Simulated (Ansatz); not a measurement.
# GaBr+ (doublet): from Hartree-Fock to the top rungs at distance Ga1–Br2 = 5.960 Å, cc-pVTZ

The task here is to estimate one member of a computed series from the others.

The runs use Ansatz 0.2.0, Gaussian basis; cc-pVTZ, core rule «outside noble gas», up to 28 orbitals frozen.

Plan: UHF; CCSD(T) on ROHF; CCSD(T) on UHF; BCCD(T) on ROHF; CISD; CCSDT(Q) on ROHF; CCSDT(Q) on UHF; CASSCF and NEVPT2, 3 electrons in 3 orbitals; CASSCF and MRCISD+Q, 9 electrons in 8 orbitals; CASSCF and NEVPT2, 9 electrons in 8 orbitals.

18 further runs of the same task are left out: 6 for a known fault of the program, 9 that didn't finish, 3 set aside as unsound or not needed.

## The system

The geometry derives from a PBE0/def2-TZVP stationary point (not a proven minimum). One bond is set to the value named and the two fragments are kept rigid. No spin-orbit coupling is included. The filled d shell of Ga, Br may be among the frozen orbitals whatever the setting's name suggests; the logs give the count.

2 atoms, charge 1, spin multiplicity 2.

Atoms are counted from 1 here; the program's logs count them from 0.

No contacts short enough for the rule that draws bonds.

The first run:

Contents of in.yaml:

```yaml
crystal:
  periodic: [false, false, false]
  atoms:
    - {symbol: Ga, position_ang: [0.000000, 0.000000, 0.000000]}
    - {symbol: Br, position_ang: [0.000000, 0.000000, 5.960000]}
basis:
  gaussian: {orbitals: cc-pVTZ}
total_charge: 1
magnetization: {spin_polarized: true, initial_magnetization: 1}
hamiltonian: {xc: hf}
output: {orbitals: {seedname: orbitals}}
```

Launch:

```bash
> ansatz run in.yaml --threads 1 --pin off --events-out ev --progress --plain --max-ram 2393MiB
```

Steps of the session up to this table: UHF; CCSD(T) on ROHF; CCSD(T) on UHF; BCCD(T) on ROHF; CISD; CCSDT(Q) on ROHF; CCSDT(Q) on UHF; CASSCF and NEVPT2, 3 electrons in 3 orbitals; CASSCF and MRCISD+Q, 9 electrons in 8 orbitals; CASSCF and NEVPT2, 9 electrons in 8 orbitals.

One of the session's tables, all rows but one given; the rest of the session is left out.

It belongs to the step «Misses and costs». 

| method | from UCCSDT(Q) (kJ/mol) |
| --- | --- |
| ROHF | +525.4 |
| UHF | +512.6 |
| RMP2 | +92.0 |
| UMP2 | +93.9 |
| CISD | +48.4 |
| RCCSD | +14.0 |
| UCCSD | ? |
| RCCSD(T) | +2.0 |
| UCCSD(T) | +1.7 |
| BCCD(T) | +2.0 |
| RCCSDT | +0.6 |
| UCCSDT | +0.3 |
| RCCSDT(Q) | +0.3 |
| UCCSDT(Q) | 0 |
| CASSCF valence | +433.8 |
| NEVPT2 valence | +107.0 |
| MRCISD valence | +30.1 |
| MRCISD+Q valence | +3.4 |

**Question.** Estimate the row for UCCSD.

As computed: from UCCSDT(Q) (kJ/mol): +13.5. In the column «from UCCSDT(Q) (kJ/mol)» it lies between MRCISD+Q valence (+3.4) and RCCSD (+14.0).

Left out of the table: CASSCF pair, NEVPT2 pair (the active space lost an orbital or holds another state than full CI finds).

Limits of these values: Restricted and unrestricted rows rest on different reference determinants; where their highest levels disagree by more than a few hundredths of an eV, they describe different states and don't form one ladder. Warnings in the runs' records: passed over end.
